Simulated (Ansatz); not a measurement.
# Al₂Ga+ (triplet): the correlation ladder, cc-pVTZ

The task here is to estimate one member of a computed series from the others.

Computed with Ansatz 0.2.0, Gaussian basis. Level: cc-pVTZ, core rule «outside noble gas», up to 24 orbitals frozen.

The runs, in order: UHF; CCSD(T) on ROHF; CCSD(T) on UHF; BCCD(T) on ROHF; CCSDT(Q) on ROHF; CCSDT(Q) on UHF; CASSCF and MRCISD+Q, 8 electrons in 12 orbitals; CASSCF and NEVPT2, 8 electrons in 12 orbitals.

5 further runs of the same task are left out: 5 set aside as unsound or not needed.

**What is computed**

The geometry is a PBE0/def2-TZVP stationary point (not a proven minimum) of the parent state, kept for this charge and spin. No spin-orbit coupling is included. The filled d shell of Ga may be among the frozen orbitals whatever the setting's name suggests; the logs give the count.

3 atoms, charge 1, spin multiplicity 3.

Atoms are counted from 1 here; the program's logs count them from 0.

Bond lengths: Al1–Al2 2.581 Å, Al2–Ga3 2.573 Å. Angles: Al1–Al2–Ga3 70.0°.

The first run:

Input file in.yaml:

```yaml
crystal:
  periodic: [false, false, false]
  atoms:
    - {symbol: Al, position_ang: [0.000000, -1.007251, 1.777914]}
    - {symbol: Al, position_ang: [0.000000, 1.438625, 0.953445]}
    - {symbol: Ga, position_ang: [0.000000, -0.166934, -1.056986]}
basis:
  gaussian: {orbitals: cc-pVTZ}
total_charge: 1
magnetization: {spin_polarized: true, initial_magnetization: 2}
hamiltonian: {xc: hf}
output: {orbitals: {seedname: orbitals}}
```

The run is started by

```console
ansatz run in.yaml --threads 1 --pin off --events-out ev --progress --plain --max-ram 4096MiB --backend cpu
```

Among the steps run: UHF; CCSD(T) on ROHF; CCSD(T) on UHF; BCCD(T) on ROHF; CCSDT(Q) on ROHF; CCSDT(Q) on UHF; CASSCF and MRCISD+Q, 8 electrons in 12 orbitals; CASSCF and NEVPT2, 8 electrons in 12 orbitals.

One table of the session follows, with a row left open; its other results are not shown here.

```
          method  from RCCSDT(Q) (meV)
            ROHF               +5440.2
             UHF               +5208.2
            RMP2               +1172.1
            UMP2               +1319.0
           RCCSD                +465.2
           UCCSD                +458.2
        RCCSD(T)                 +88.8
        UCCSD(T)                 +92.2
         BCCD(T)                 +88.8
          RCCSDT                 +36.8
          UCCSDT                 +32.8
       RCCSDT(Q)                     0
       UCCSDT(Q)                     ?
  CASSCF valence               +2410.1
  NEVPT2 valence                +516.9
  MRCISD valence                +155.6
MRCISD+Q valence                  -8.2
```

Q: Estimate the row for UCCSDT(Q) from the others.

As computed: from RCCSDT(Q) (meV): -5.6. In the column «from RCCSDT(Q) (meV)» it lies between MRCISD+Q valence (-8.2) and RCCSDT(Q) (0).

Caveats from the session: Restricted and unrestricted rows rest on different reference determinants; where their highest levels disagree by more than a few hundredths of an eV, they describe different states and don't form one ladder.
